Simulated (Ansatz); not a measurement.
# Acetylacetone (enol form) (C₅H₈O₂): how energies converge with the basis set

The task here is to estimate one member of a computed series from the others.

Computed with Ansatz 0.2.0, Gaussian basis. Level: one geometry, several basis sets.

Levels to be run: PBE0-D4/def2-SVP; ωB97M-V/def2-SVP; PBE0-D4/def2-QZVPP; ωB97M-V/def2-QZVPP; the functionals' def2-TZVPP values are taken from earlier runs.

### The relaxed structure

The geometry comes from an earlier relaxation with PBE0-D4 in a triple-zeta def2 set; it is a stationary point, not always the lowest conformer.

SMILES `CC(=O)/C=C(/C)O`, 15 atoms, charge 0, spin multiplicity 1.

Atoms are counted from 1 here; the program's logs count them from 0.

Bond lengths: C1–C2 1.505 Å, C1–H8 1.088 Å, C1–H9 1.092 Å, C1–H10 1.092 Å, C2–O3 1.216 Å, C2–C4 1.467 Å, C4–C5 1.342 Å, C4–H11 1.083 Å, C5–C6 1.490 Å, C5–O7 1.351 Å, C6–H12 1.096 Å, C6–H13 1.088 Å, C6–H14 1.096 Å, O7–H15 0.961 Å. Angles: C2–C1–H8 108.6°, C2–C1–H9 110.7°, C2–C1–H10 110.7°, H8–C1–H9 110.2°, H8–C1–H10 110.2°, H9–C1–H10 106.4°, C1–C2–O3 120.6°, C1–C2–C4 120.5°, O3–C2–C4 118.9°, C2–C4–C5 129.5°, C2–C4–H11 113.6°, C5–C4–H11 116.9°, C4–C5–C6 123.0°, C4–C5–O7 121.9°, C6–C5–O7 115.1°, C5–C6–H12 110.4°, C5–C6–H13 111.4°, C5–C6–H14 110.4° and more.

The first run:

Input file in.yaml:

```yaml
crystal:
  periodic: [false, false, false]
  atoms:
    - {symbol: C, position_ang: [-1.516469, -1.703165, -0.223020]}
    - {symbol: C, position_ang: [-0.024545, -1.754139, -0.034626]}
    - {symbol: O, position_ang: [0.556601, -2.821099, 0.018959]}
    - {symbol: C, position_ang: [0.752919, -0.516171, 0.087479]}
    - {symbol: C, position_ang: [0.336169, 0.759455, 0.059697]}
    - {symbol: C, position_ang: [1.262072, 1.918178, 0.198880]}
    - {symbol: O, position_ang: [-0.966691, 1.082021, -0.098251]}
    - {symbol: H, position_ang: [-1.893037, -2.722136, -0.291225]}
    - {symbol: H, position_ang: [-1.993020, -1.179993, 0.608909]}
    - {symbol: H, position_ang: [-1.773029, -1.144986, -1.126068]}
    - {symbol: H, position_ang: [1.814794, -0.682165, 0.218326]}
    - {symbol: H, position_ang: [0.985662, 2.526204, 1.067275]}
    - {symbol: H, position_ang: [2.291663, 1.589758, 0.323088]}
    - {symbol: H, position_ang: [1.207981, 2.559231, -0.687884]}
    - {symbol: H, position_ang: [-1.062971, 2.038207, -0.092039]}
basis:
  gaussian: {orbitals: def2-SVP}
hamiltonian: {xc: pbe0, dispersion: d4}
output: {orbitals: {seedname: orbitals}}
```

Launch:

```console
ansatz run in.yaml --threads 4 --pin off --events-out ev --progress --plain --max-ram 11315MiB
```

Among the steps run: PBE0-D4 in def2-SVP; ωB97M-V in def2-SVP; PBE0-D4 in def2-QZVPP; ωB97M-V in def2-QZVPP.

One of the session's tables, all rows but one given; the rest of the session is left out.

It belongs to the step «Functionals by basis». 

| functional | basis | HOMO (eV) |
| --- | --- | --- |
| PBE0-D4 | def2-SVP | -6.61 |
| PBE0-D4 | def2-TZVPP | -6.81 |
| PBE0-D4 | def2-QZVPP | -6.86 |
| ωB97M-V | def2-SVP | -9.04 |
| ωB97M-V | def2-TZVPP | ? |
| ωB97M-V | def2-QZVPP | -9.25 |

Q: Estimate the row for ωB97M-V, def2-TZVPP from the others.

The run gave: HOMO (eV): -9.21. In the column «HOMO (eV)» it lies between ωB97M-V, def2-QZVPP (-9.25) and ωB97M-V, def2-SVP (-9.04).
